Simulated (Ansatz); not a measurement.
# Cl₃H₂SSi₂ radical: a ladder of functionals and wavefunction methods

One table from this session's results is given with a row withheld; the runs are named, their logs left out.

The runs use Ansatz 0.2.0, Gaussian basis; functionals in def2-TZVPP, the program's frozen cores in correlated methods.

Levels to be run: PBE-D4, r2SCAN-D4, PBE0-D4, B3LYP-D4, ωB97X-V, ωB97M-V, B2PLYP; CCSD(T)/def2-TZVPP; MP2/def2-QZVPP; extrapolation to the limit.

### Structure used throughout

All runs share one geometry, relaxed beforehand with PBE0-D4 in a triple-zeta def2 set.

SMILES `Cl[SiH]S[SiH](Cl)Cl`, 8 atoms, charge 0, spin multiplicity 2.

Atoms are counted from 1 here; the program's logs count them from 0.

Bond lengths: Cl1–Si2 2.050 Å, Si2–S3 2.139 Å, Si2–H7 1.486 Å, S3–Si4 2.118 Å, Si4–Cl5 2.040 Å, Si4–Cl6 2.038 Å, Si4–H8 1.472 Å. Angles: Cl1–Si2–S3 112.2°, Cl1–Si2–H7 107.3°, S3–Si2–H7 106.6°, Si2–S3–Si4 98.3°, S3–Si4–Cl5 111.6°, S3–Si4–Cl6 111.9°, S3–Si4–H8 107.3°, Cl5–Si4–Cl6 107.9°, Cl5–Si4–H8 108.8°, Cl6–Si4–H8 109.4°.

Set-up of the first run:

Contents of in.yaml:

```yaml
crystal:
  periodic: [false, false, false]
  atoms:
    - {symbol: Cl, position_ang: [-2.685834, -0.384222, -1.326182]}
    - {symbol: Si, position_ang: [-1.611022, -0.508696, 0.414846]}
    - {symbol: S, position_ang: [0.329158, -1.355793, 0.109387]}
    - {symbol: Si, position_ang: [1.419257, 0.446576, -0.110889]}
    - {symbol: Cl, position_ang: [1.473953, 1.507547, 1.631136]}
    - {symbol: Cl, position_ang: [0.619407, 1.647243, -1.550809]}
    - {symbol: H, position_ang: [-2.340018, -1.434274, 1.320397]}
    - {symbol: H, position_ang: [2.795088, 0.081620, -0.487905]}
basis:
  gaussian: {orbitals: def2-TZVPP}
magnetization: {spin_polarized: true, initial_magnetization: 1}
hamiltonian: {xc: pbe, dispersion: d4}
output: {forces: true, orbitals: {seedname: orbitals}}
```

Command:

```
> ansatz run in.yaml --threads 2 --pin off --events-out ev --progress --plain --max-ram 31744MiB --backend cuda --devices 0, --max-vram 18GiB
```

Steps of the session up to this table: PBE-D4 (GGA); r2SCAN-D4 (meta-GGA); PBE0-D4 (hybrid); B3LYP-D4 (hybrid); ωB97X-V (range-separated); ωB97M-V (range-separated); B2PLYP (double hybrid); CCSD(T) in def2-TZVPP; MP2 in def2-QZVPP.

One of the session's tables, all rows but one given; the rest of the session is left out.

```
            method  atomisation energy (kJ/mol)
            PBE-D4                       2496.9
         r2SCAN-D4                       2497.3
           PBE0-D4                       2469.5
          B3LYP-D4                       2418.8
           ωB97X-V                       2480.2
           ωB97M-V                       2474.4
            B2PLYP                       2383.2
     HF/def2-TZVPP                       1791.3
    MP2/def2-TZVPP                       2443.0
   CCSD/def2-TZVPP                            ?
CCSD(T)/def2-TZVPP                       2351.3
           MP2/CBS                       2546.5
       CCSD(T)/CBS                       2454.7
```

Estimate the missing values for CCSD/def2-TZVPP.

As computed: atomisation energy (kJ/mol): 2295.8. In the column «atomisation energy (kJ/mol)» it lies between HF/def2-TZVPP (1791.3) and CCSD(T)/def2-TZVPP (2351.3).
